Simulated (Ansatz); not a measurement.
# H₈N₂O₃Si₂: a ladder of functionals and wavefunction methods

Aim: compute H₈N₂O₃Si₂ with functionals from several rungs and with coupled cluster. The yardstick is the atomisation energy at the CCSD(T) limit.

Method: functionals in def2-TZVPP, the program's frozen cores in correlated methods; program: Ansatz 0.2.0, Gaussian basis.

Levels to be run: PBE-D4, r2SCAN-D4, PBE0-D4, B3LYP-D4, ωB97X-V, ωB97M-V, B2PLYP; CCSD(T)/def2-TZVPP; MP2/def2-QZVPP; extrapolation to the limit.

## (1) Structure used throughout

The geometry comes from an earlier relaxation with PBE0-D4 in a triple-zeta def2 set; it is a stationary point, not always the lowest conformer.

15 atoms, charge 0, spin multiplicity 1.

Atoms are counted from 1 here; the program's logs count them from 0.

Bond lengths: N1–Si2 1.732 Å, N1–H8 1.008 Å, N1–H9 1.009 Å, Si2–O3 1.633 Å, Si2–H10 1.483 Å, Si2–H11 1.484 Å, O3–Si4 1.642 Å, Si4–N5 1.704 Å, Si4–O6 1.630 Å, Si4–O7 1.633 Å, N5–H12 1.008 Å, N5–H13 1.008 Å, O6–H14 0.958 Å, O7–H15 0.968 Å. Angles: Si2–N1–H8 118.1°, Si2–N1–H9 119.0°, H8–N1–H9 110.4°, N1–Si2–O3 110.3°, N1–Si2–H10 106.7°, N1–Si2–H11 111.4°, O3–Si2–H10 109.4°, O3–Si2–H11 107.9°, H10–Si2–H11 111.2°, Si2–O3–Si4 131.6°, O3–Si4–N5 106.7°, O3–Si4–O6 109.7°, O3–Si4–O7 109.9°, N5–Si4–O6 111.7°, N5–Si4–O7 110.5°, O6–Si4–O7 108.4°, Si4–N5–H12 118.5°, Si4–N5–H13 118.2° and more.

## (2) PBE-D4 (GGA)

The input, in.yaml:

```yaml
crystal:
  periodic: [false, false, false]
  atoms:
    - {symbol: N, position_ang: [-0.248088, 1.634818, 1.343824]}
    - {symbol: Si, position_ang: [-1.187941, 0.181113, 1.393200]}
    - {symbol: O, position_ang: [-0.550581, -0.939830, 0.390667]}
    - {symbol: Si, position_ang: [0.599991, -0.830333, -0.775290]}
    - {symbol: N, position_ang: [-0.135808, -0.089591, -2.122107]}
    - {symbol: O, position_ang: [1.158481, -2.318707, -1.137684]}
    - {symbol: O, position_ang: [1.851072, 0.071614, -0.237497]}
    - {symbol: H, position_ang: [0.058224, 2.033036, 2.217927]}
    - {symbol: H, position_ang: [-0.508923, 2.364327, 0.697336]}
    - {symbol: H, position_ang: [-1.129648, -0.317532, 2.788472]}
    - {symbol: H, position_ang: [-2.589139, 0.426554, 0.970058]}
    - {symbol: H, position_ang: [-0.998814, -0.476406, -2.471864]}
    - {symbol: H, position_ang: [0.453452, 0.200927, -2.886794]}
    - {symbol: H, position_ang: [1.689574, -2.754242, -0.469234]}
    - {symbol: H, position_ang: [1.538148, 0.814251, 0.298977]}
basis:
  gaussian: {orbitals: def2-TZVPP}
hamiltonian: {xc: pbe, dispersion: d4}
output: {forces: true, orbitals: {seedname: orbitals}}
```

Launch:

```bash
> ansatz run in.yaml --threads 2 --pin off --events-out ev --progress --plain --max-ram 31744MiB --backend cuda --devices 0, --max-vram 18GiB
```

Further steps of the session: r2SCAN-D4 (meta-GGA); PBE0-D4 (hybrid); B3LYP-D4 (hybrid); ωB97X-V (range-separated); ωB97M-V (range-separated); B2PLYP (double hybrid); CCSD(T) in def2-TZVPP; MP2 in def2-QZVPP.

**Question.** What will the summary of the whole plan be? Wanted: atomisation energy, CCSD(T)/CBS; farthest; mean size of error, hybrid; mean size of error, range-separated; gap, smallest and largest; T1 diagnostic; triples share of the correlation energy.

**Answer**, as computed:

```
                               quantity                                 value
        atomisation energy, CCSD(T)/CBS                             60.534 eV
    functionals within 0.303 eV (0.5 %)              PBE-D4, ωB97X-V, ωB97M-V
                               farthest                   PBE0-D4 (-1.057 eV)
             mean size of error, hybrid                              0.736 eV
    mean size of error, range-separated                              0.047 eV
              gap, smallest and largest  5.77 eV (PBE-D4), 12.54 eV (ωB97X-V)
                          T1 diagnostic                                0.0112
triples share of the correlation energy                                 3.5 %
```

PBE-D4 misses by +0.223 eV. Double hybrids carry the basis error of their MP2 part in triple zeta, and no dispersion term here, so their miss is partly the set-up's. Misses under about 0.303 eV are within the doubt on the reference itself, which lacks core-valence correlation, relativity and higher excitations. Hartree-Fock recovers 69 % of the binding; the rest is correlation. Orbital gaps span 5.8 to 12.5 eV; exact exchange widens them.
